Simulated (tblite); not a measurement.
# C6H13AlO: the cost of one run

Computed with tblite 0.8.0 and PySCF 2.14.0, with density-fitted response routines of our own, on a single molecule in the gas phase. Atoms are numbered from 0 throughout.

**1. The molecule as given**

21 atoms, charge 0, multiplicity 1; geometry from: force field or distance geometry start.

Bonds of the start (Å): C0–C1 1.30, C1–C2 1.47, C2–O3 1.33, O3–C4 1.36, O3–Al5 1.79, Al5–C6 1.97, C6–C7 1.34, C0–H8 1.07, C0–H9 1.12, C1–H10 1.12, C2–H11 1.14, C2–H12 1.15, C4–H13 1.08, C4–H14 1.11, C4–H15 1.14, Al5–H16 1.61, Al5–H17 1.60, C6–H18 1.08, C7–H19 1.09, C7–H20 1.09.

**2. Relaxing the molecule with GFN2-xTB**

The job: settings as JSON, then the geometry in Å.

```
{"job": {"kind": "relax", "xc": "GFN2-xTB", "basis": "xTB"}, "charge": 0, "multiplicity": 1}
C     -2.952400     1.021700    -0.104600
C     -2.565300    -0.159200    -0.499100
C     -1.278300    -0.838500    -0.264000
O     -0.316000    -0.264600     0.455000
C     -0.441300    -0.035200     1.785500
Al     1.033500     0.518000    -0.426600
C      2.654000    -0.609000    -0.439300
C      3.882000    -0.105700    -0.281200
H     -2.403900     1.747100     0.466000
H     -3.987600     1.337400    -0.380600
H     -3.320200    -0.744700    -1.079000
H     -0.916900    -1.206100    -1.282200
H     -1.536400    -1.816900     0.272200
H     -1.251900     0.622300     2.064500
H     -0.524600    -1.000300     2.320900
H      0.559200     0.365700     2.146700
H      1.429700     1.859900     0.365100
H      0.684900     0.861600    -1.953700
H      2.499900    -1.674300    -0.565700
H      4.702900    -0.829100    -0.302200
H      4.039900     0.966900    -0.143300
```

Launch:

```bash
OMP_NUM_THREADS=1 python probes_run.py task.json out
```

The driver reads the jobs from task.json and runs them one after another.

**Question.** How long does this first job take on 1 thread of Arm Neoverse N1, shared host, and how much memory does it need?

About 2.3 s, with a peak of 0.18 GiB.
